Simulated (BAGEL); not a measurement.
# CHClFGeN (SMILES N#[C][GeH]([F])[Cl]): PBE0/cc-pVDZ (density fitting with cc-pvqz-jkfit)

What is the energy change on altering one bond length of CHClFGeN at PBE0/cc-pVDZ (density fitting with cc-pvqz-jkfit)? 

Program for the calculation: BAGEL 1.2.2.

8 further runs of the same task are left out: 6 that didn't finish, 2 set aside as unsound or not needed.

### 1 The molecule

CHClFGeN has 6 atoms, charge 0, and is taken as a singlet. SMILES: `N#[C][GeH]([F])[Cl]`. Geometry: relaxed at PBE0-D4/def2-TZVP.

Bond lengths: N1–C2 1.151 Å, C2–Ge3 1.913 Å, Ge3–F4 1.718 Å, Ge3–Cl5 2.113 Å, Ge3–H6 1.520 Å. Angles: N1–C2–Ge3 178.0°, C2–Ge3–F4 105.5°, C2–Ge3–Cl5 108.2°, F4–Ge3–Cl5 107.8°, C2–Ge3–H6 113.0°, F4–Ge3–H6 109.5°, Cl5–Ge3–H6 112.5°.

### 2 A single-point energy at PBE0/cc-pVDZ (density fitting with cc-pvqz-jkfit)

File job.json:

```json
{ "bagel" : [

{
  "title" : "molecule",
  "basis" : "cc-pvdz.json",
  "df_basis" : "cc-pvqz-jkfit",
  "angstrom" : true,
  "geometry" : [
    { "atom" : "N", "xyz" : [   -1.036900,   -2.307000,    0.030700 ] },
    { "atom" : "C", "xyz" : [   -0.544000,   -1.267300,    0.040100 ] },
    { "atom" : "Ge", "xyz" : [    0.237100,    0.477900,    0.107700 ] },
    { "atom" : "F", "xyz" : [    1.896000,    0.253800,   -0.276600 ] },
    { "atom" : "Cl", "xyz" : [   -0.627600,    1.648100,   -1.423900 ] },
    { "atom" : "H", "xyz" : [    0.117300,    1.130400,    1.475800 ] }
  ]
},
{
  "title" : "ks",
  "xc_func" : "pbe0"
},
{
  "title" : "print",
  "file" : "orbitals.molden",
  "orbitals" : true
}

]}
```

The basis set cc-pVDZ is read from a file made from the Basis Set Exchange's data (not shown).

Launch:

```console
$ BAGEL_NUM_THREADS=1 BAGEL job.json > job.out
```

Output:

```text
* using 1 threads per process

  ===============================================================
  ===============================================================

  *** Geometry ***

  { "atom" : "N", "xyz" : [     -1.959457,     -4.359598,      0.058015 ] },
  { "atom" : "C", "xyz" : [     -1.028011,     -2.394850,      0.075778 ] },
  { "atom" : "Ge", "xyz" : [      0.448054,      0.903100,      0.203524 ] },
  { "atom" : "F", "xyz" : [      3.582921,      0.479612,     -0.522698 ] },
  { "atom" : "Cl", "xyz" : [     -1.185992,      3.114458,     -2.690781 ] },
  { "atom" : "H", "xyz" : [      0.221665,      2.136146,      2.788858 ] },

  Number of auxiliary basis functions:      735

  Since a DF basis is specified, we compute 2- and 3-index integrals:
    o Being stored without compression. Storage requirement is 0.050 GB

  Number of basis functions:       92
  Number of electrons      :       72

    * METHOD: MOLECULE                             0.46

  *** Kohn-Sham DFT ***

    * Removing 10690 points whose weight is below 1.00e-10
    * Grid points: 78746

  === Nuclear Repulsion ===
   429.9881248137

       - DIIS with orbital gradients will be used.

  === KS iteration (pbe0 / cc-pvdz.json) ===
      0      -2686.26845785          0.10834338           0.40
      1      -2446.20520964          0.20591340           0.41
      2      -2591.87110245          0.14071880           0.35
      3      -2703.57400452          0.14105832           0.34
      4      -2727.50054893          0.04496725           0.35
      5      -2717.64452774          0.08377005           0.36
      6      -2729.84329789          0.00958649           0.38
      7      -2729.81040436          0.01114402           0.36
      8      -2729.91319898          0.00321184           0.36
      9      -2729.91928790          0.00247196           0.35
     10      -2729.92297951          0.00083789           0.36
     11      -2729.92341886          0.00010188           0.36
     12      -2729.92342609          0.00002708           0.37
     13      -2729.92342686          0.00000930           0.35
     14      -2729.92342699          0.00000246           0.36
     15      -2729.92342700          0.00000043           0.36
     16      -2729.92342700          0.00000014           0.36
     17      -2729.92342700          0.00000007           0.36
     18      -2729.92342700          0.00000002           0.36
     19      -2729.92342700          0.00000001           0.36
    * SCF iteration converged.

    * Permanent dipole moment:
           (    0.022679,    -0.919367,    -0.617059) a.u.

    * METHOD: KS                                   7.65

    * METHOD: PRINT                                0.01

  ===============================================================
```

Wall time 8.4 s (1 thread of Intel Xeon 6975P-C (Granite Rapids), shared host); peak memory 0.42 GiB.

### 3 The distorted shape at the same level

File input.json:

```json
{ "bagel": [

{
  "title": "molecule",
  "basis": "cc-pvdz.json",
  "df_basis": "cc-pvqz-jkfit",
  "angstrom": true,
  "geometry": [
    { "atom": "N", "xyz": [      -2.363995,      -2.127723,       0.338134 ] },
    { "atom": "C", "xyz": [      -1.871095,      -1.088023,       0.347534 ] },
    { "atom": "Ge", "xyz": [      -1.089995,       0.657177,       0.415134 ] },
    { "atom": "F", "xyz": [       1.896000,       0.253800,      -0.276600 ] },
    { "atom": "Cl", "xyz": [      -1.954695,       1.827377,      -1.116466 ] },
    { "atom": "H", "xyz": [      -1.209795,       1.309677,       1.783234 ] }
  ]
},

{
  "title": "ks",
  "xc_func": "pbe0"
},

{
  "title": "print",
  "file": "orbitals.molden",
  "orbitals": true
}

]}
```

The basis set cc-pVDZ is read from a file made from the Basis Set Exchange's data (not shown).

Launch:

```console
$ BAGEL_NUM_THREADS=1 BAGEL input.json > input.out
```

Output:

```text
* using 1 threads per process

  ===============================================================
  ===============================================================

  *** Geometry ***

  { "atom" : "N", "xyz" : [     -4.467303,     -4.020814,      0.638981 ] },
  { "atom" : "C", "xyz" : [     -3.535857,     -2.056065,      0.656744 ] },
  { "atom" : "Ge", "xyz" : [     -2.059792,      1.241885,      0.784490 ] },
  { "atom" : "F", "xyz" : [      3.582921,      0.479612,     -0.522698 ] },
  { "atom" : "Cl", "xyz" : [     -3.693838,      3.453242,     -2.109815 ] },
  { "atom" : "H", "xyz" : [     -2.286181,      2.474931,      3.369824 ] },

  Number of auxiliary basis functions:      735

  Since a DF basis is specified, we compute 2- and 3-index integrals:
    o Being stored without compression. Storage requirement is 0.050 GB

  Number of basis functions:       92
  Number of electrons      :       72

    * METHOD: MOLECULE                             0.45

  *** Kohn-Sham DFT ***

    * Removing 9681 points whose weight is below 1.00e-10
    * Grid points: 79755

  === Nuclear Repulsion ===
   378.3906705470

       - DIIS with orbital gradients will be used.

  === KS iteration (pbe0 / cc-pvdz.json) ===
      0      -2661.47999691          0.07445378           0.39
      1      -2378.79586676          0.21727284           0.41
      2      -2605.85874549          0.07503959           0.36
      3      -2536.05720278          0.17330914           0.36
      4      -2564.33907864          0.14197339           0.38
      5      -2545.41376677          0.17388136           0.37
      6      -2545.31830956          0.17402718           0.37
      7      -2641.84556166          0.12381693           0.40
      8      -2637.84914085          0.08854605           0.37
      9      -2698.76345524          0.06967711           0.36
     10      -2714.77152048          0.07285557           0.37
     11      -2727.71870518          0.03782236           0.37
     12      -2722.51160653          0.06436944           0.36
     13      -2729.47236819          0.01446913           0.36
     14      -2724.73059586          0.04431898           0.36
     15      -2729.57169987          0.01237073           0.37
     16      -2729.58395955          0.01213567           0.38
     17      -2729.71022700          0.00574743           0.37
     18      -2729.74159215          0.00188870           0.37
     19      -2729.74564315          0.00035123           0.36
     20      -2729.74562804          0.00034570           0.36
     21      -2729.74577136          0.00008459           0.38
     22      -2729.74577942          0.00002703           0.36
     23      -2729.74577993          0.00000752           0.37
     24      -2729.74578001          0.00000251           0.36
     25      -2729.74578004          0.00000135           0.36
     26      -2729.74578005          0.00000100           0.36
     27      -2729.74578006          0.00000127           0.36
     28      -2729.74578006          0.00000052           0.36
     29      -2729.74578006          0.00000045           0.36
     30      -2729.74578006          0.00000014           0.36
     31      -2729.74578006          0.00000006           0.36
     32      -2729.74578006          0.00000003           0.36
     33      -2729.74578006          0.00000003           0.36
     34      -2729.74578006          0.00000003           0.37
     35      -2729.74578006          0.00000002           0.36
     36      -2729.74578006          0.00000001           0.36
    * SCF iteration converged.

    * Permanent dipole moment:
           (    1.659582,    -1.091226,    -0.827915) a.u.

    * METHOD: KS                                  14.00

    * METHOD: PRINT                                0.01

  ===============================================================
```

Run time: 15 s. Hardware: 1 thread of Intel Xeon 6975P-C (Granite Rapids), shared host; peak memory 0.43 GiB.

### 4 Results

Level: PBE0/cc-pVDZ (density fitting with cc-pvqz-jkfit).

| quantity | value |
| --- | --- |
| first shape: total energy | -2729.92343 Eh |
| first shape: dipole moment | 2.81 D |
| first shape: HOMO energy | -9.92 eV |
| first shape: LUMO energy | -1.34 eV |
| first shape: HOMO–LUMO gap | 8.59 eV |
| distorted shape: total energy | -2729.74578 Eh |
| distorted shape: dipole moment | 5.47 D |
| distorted shape: HOMO energy | -8.14 eV |
| distorted shape: LUMO energy | -5.26 eV |
| distorted shape: HOMO–LUMO gap | 2.88 eV |
| energy change with the Ge3–F4 bond stretched from 1.718 to 3.092 Å | 4.834 eV |

What this shows: One bond (distorted shape) is far stretched, which a spin-restricted single reference describes badly; a broken-symmetry solution may lie lower. With the Ge3–F4 bond stretched from 1.718 to 3.092 Å the energy rises by 4.83 eV (111 kcal/mol). The first shape isn't relaxed at this level, so the change isn't measured from a minimum. A restricted reference can't describe the breaking bond well at this length.
